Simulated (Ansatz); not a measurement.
**CuF: single point with HSE06 form with a typed share of exact exchange**

CuF:

```
Cu F
1.0
     2.47101    0.00000    0.00000
     0.00000    2.47101    0.00000
     0.00000    0.00000    3.41650
Cu F
1 1
Direct
  0.00000 0.00000 0.00000
  0.50000 0.50000 0.50000
```

The cell was built by a generator and needn't be a form met in nature.

```json
{
 "Program": "Ansatz 0.2.0",
 "Task": "single point",
 "Functional": "HSE06 form with a typed share of exact exchange",
 "Potentials or basis": "Ansatz PAW",
 "Cutoff": "420 eV (not typed: the program's choice for these potentials)",
 "k mesh": "6 × 6 × 4",
 "Occupations": "fermi-dirac, width 0.05 eV",
 "Spin": "no spin polarisation"
}
```

- Pressure: 2.8 GPa
- Band gap on the k mesh: none (metal or under the smearing width)

Stress tensor (GPa, compression positive):
```
 11.87   0.00   0.00
  0.00  11.87   0.00
  0.00   0.00 -15.33
```

Levels at points of the mesh, in eV from the Fermi level:
| k point | band 10 | band 11 | band 12 | band 13 | band 14 | band 15 | band 16 | band 17 |
| --- | --- | --- | --- | --- | --- | --- | --- | --- |
| (0.00, 0.00, 0.00) | -2.92 | -0.96 | -0.96 | -0.70 | -0.58 | 12.60 | 14.51 | 20.29 |
| (0.00, 0.00, -0.50) | -2.05 | -0.70 | -0.54 | -0.54 | 3.38 | 6.18 | 20.31 | 20.31 |
| (0.00, -0.50, 0.00) | -1.03 | -0.85 | -0.71 | -0.38 | 3.62 | 6.73 | 12.16 | 19.77 |
| (0.00, -0.50, -0.50) | -1.91 | -1.41 | -0.90 | -0.76 | 5.23 | 6.59 | 11.84 | 17.01 |
| (-0.50, -0.50, 0.00) | -1.86 | -1.86 | -1.18 | -0.06 | 9.23 | 9.37 | 9.37 | 14.61 |
| (-0.50, -0.50, -0.50) | -0.90 | -0.90 | -0.72 | -0.05 | 7.64 | 7.64 | 10.15 | 13.58 |

It took 9.3 s on 1 × NVIDIA H100 80GB HBM3 with 2 threads of AMD EPYC 7R13 Processor (Zen 3) (shared host), peak memory 1.7 GiB.

Caveat: the k mesh is coarse (spacing up to 0.46 Å⁻¹), so the values aren't converged, least of all with exact exchange; the pressure holds a Pulay correction of +0.6 GPa for the finite cutoff; the run has no spin polarisation, though such a crystal can be magnetic; the PAW data sets come from PBE, with cores solved anew for the run's functional, which leaves a small shift of forces and pressure; the thresholds are loose for stress.
